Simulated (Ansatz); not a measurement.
# HfN (F-43m): calculation of the elastic constants

The task is a calculation of the elastic constants, for HfN (F-43m).

Computed with the Python package of Ansatz 0.2.0. Level of theory: DFT r2SCAN, plane waves, PAW.

### Step 1. Starting point

The structure is cubic, space group F-43m (No. 216). Conventional cell: a = 4.910 Å, b = 4.910 Å, c = 4.910 Å, α = 90.00°, β = 90.00°, γ = 90.00°. Around Hf (site symmetry -43m) lie 4 N at 2.13 Å. Around N (site symmetry -43m) lie 4 Hf at 2.13 Å.

No structure file is read: the coordinates are typed or built in the script.

### Step 2. The code

Input file elastic_hfn.py:

```python
"""Elastic constants of HfN."""

from dataclasses import replace
import warnings

import ansatz as az
import numpy as np


def main() -> None:
    warnings.simplefilter("ignore", az.DeckWarning)

    system = (
        az.Lattice.fcc(4.909644)
        .space_group(216)
        .atom("Hf", [0.0, 0.0, 0.0])
        .atom("N", [0.25, 0.25, 0.25])
        .primitive()
    )

    model = (
        system.calculation()
        .scf(tolerance=1e-09, extra_bands=2)
        .pseudopotentials("paw")
        .functional("r2SCAN")
        .basis(23 * az.Ry, xc_grid=2)
        .occupations("cold", width=0.2)
        .kpoints(15, 15, 15)
    )
    # first bring the cell to zero stress
    rest = model.relax(cell=True).run(threads=1).lattice
    relaxed = az.Crystal(lattice=az.Lattice.of(rest.cell_ang))
    for site in rest.sites:
        relaxed = relaxed.atom(site.symbol, site.position_frac)
    model = replace(model, crystal=relaxed)
    print("relaxed volume {:.3f} A^3".format(abs(np.linalg.det(rest.cell_ang))))
    res = model.elastic(az.ElasticMode.RELAXED_ION).run(threads=1)
    elastic = res.elastic

    C = np.asarray(elastic.c_gpa)
    for i in range(6):
        for j in range(i, 6):
            if abs(C[i, j]) > 0.05:
                print(f"C{i + 1}{j + 1} = {C[i, j]:.1f} GPa")
    print("smallest eigenvalue of C:", round(elastic.stability.min_eigenvalue_gpa, 1), "GPa; tensor positive definite:", elastic.stability.min_eigenvalue_gpa > 0)
    # averaged moduli need a positive definite tensor
    if elastic.stability.min_eigenvalue_gpa > 0:
        m = elastic.moduli
        print(f"K = {m.k_hill_gpa:.1f}, G = {m.g_hill_gpa:.1f}, E = {m.youngs_gpa:.1f} GPa, Poisson ratio {m.poisson:.3f}, K/G = {m.k_hill_gpa / m.g_hill_gpa:.2f}")


if __name__ == "__main__":
    main()
```

### Step 3. Launch

Launch:

```sh
> python elastic_hfn.py
```

The program printed:

```text
relaxed volume 29.270 A^3
C11 = 312.7 GPa
C12 = 148.1 GPa
C13 = 148.1 GPa
C22 = 312.7 GPa
C23 = 148.1 GPa
C33 = 312.7 GPa
C44 = 102.7 GPa
C55 = 102.7 GPa
C66 = 102.7 GPa
smallest eigenvalue of C: 102.7 GPa; tensor positive definite: True
K = 202.9, G = 94.0, E = 244.2 GPa, Poisson ratio 0.299, K/G = 2.16
```

Run time: 13 min. Hardware: 1 thread of Arm Neoverse N1, shared host; peak memory 0.59 GiB.

A comment line of the script is reworded here; the code is as run.

### Step 4. The engine's runs

The 2 runs, in the order started:

```
run        kind of run  energy from run 2 (meV/atom)  final volume (Å³/atom)  SCF cycles in all  CPU time (s)
  1         relaxation                          0.00                   14.63                 59           110
  2  elastic constants                          0.00                   14.63                 98           670
```

Energies are free energies F = E - TS of the smeared occupations. 

### Step 5. How the relaxation of run 1 went

Step by step:

```
step  E - E(step 1) (eV/cell)  largest force component (eV/Å)  pressure (GPa)  volume (Å³)
   1                   0.0000                          0.0000           -2.15        29.59
   2                  -0.0258                          0.0000            1.66        29.16
   3                  -0.0159                          0.0000           -0.01        29.34
   4                  -0.0031                          0.0000           -0.54        29.34
   5                  -0.0066                          0.0000           -0.06        29.29
   6                  -0.0071                          0.0000            0.00        29.28
   7                  -0.0024                          0.0000           -0.06        29.28
   8                  -0.0029                          0.0000            0.00        29.27
   9                  -0.0019                          0.0000            0.00        29.27
```

Step 1 is the start. Steps 4, 7, 9 each repeat the geometry before them on a plane-wave basis chosen anew, so the energy can jump there without any move. The walk judges its steps with a correction for the finite basis (Pulay term) that this column leaves out, so accepted steps can climb here and lower ones be refused. The cutoff lies under the recommended one, as the log warns, so the cell and pressures carry a basis error.

Lengths and angles in the start's conventional setting:

|  | before | after | change |
| --- | --- | --- | --- |
| a (Å) | 4.910 | 4.892 | -0.4 % |
| b (Å) | 4.910 | 4.892 | -0.4 % |
| c (Å) | 4.910 | 4.892 | -0.4 % |
| volume (Å³/atom) | 14.79 | 14.63 | -1.1 % |
| shortest distance (Å) | 2.126 | 2.118 | -0.4 % |
| space group (0.01 Å) | F-43m | F-43m | same |

The run keeps the 24 symmetry operations of the start, so it could not have lowered the symmetry.

### Step 6. Elastic constants

C in GPa, Voigt order xx yy zz yz xz xy:

```
312.7 148.1 148.1   0.0   0.0   0.0
148.1 312.7 148.1   0.0   0.0   0.0
148.1 148.1 312.7   0.0   0.0   0.0
  0.0   0.0   0.0 102.7   0.0   0.0
  0.0   0.0   0.0   0.0 102.7   0.0
  0.0   0.0   0.0   0.0   0.0 102.7
```

Its eigenvalues (GPa): 102.7, 102.7, 102.7, 164.6, 164.6, 608.8.

### Step 7. Outcome

| quantity | value |
| --- | --- |
| runs compared | 2 |
| C33 (as printed) | 312.7 GPa |
| C44 (as printed) | 102.7 GPa |
| C55 (as printed) | 102.7 GPa |
| C66 (as printed) | 102.7 GPa |
| smallest eigenvalue of C (as printed) | 102.7 GPa; tensor positive definite: True |

**Reading.** Runs 1, 2: each has a cutoff under the recommended one, so what rests on them isn't a property of the system. The dearest, run 2 (elastic constants), took some 6.1 times as long as run 1 (relaxation). What to keep in mind:
- The cutoff lies under the one recommended for these potentials.
- No spin polarisation was allowed.
- Under the recommended cutoff a pressure can be off by several GPa, even in sign.
- A positive definite tensor excludes instabilities under uniform strain alone; phonons elsewhere in the zone can still be imaginary.
- The program warned that this SCF threshold is loose for forces or stresses.
- Spin-orbit coupling, which matters for elements this heavy, is left out.
- The structure comes from a database of computed cells and needn't be a stable or known phase.
- Shear constants of a metal converge slowly with the k-point mesh and can be wrong in sign on a coarse one; the constants belong to the cell that was strained.
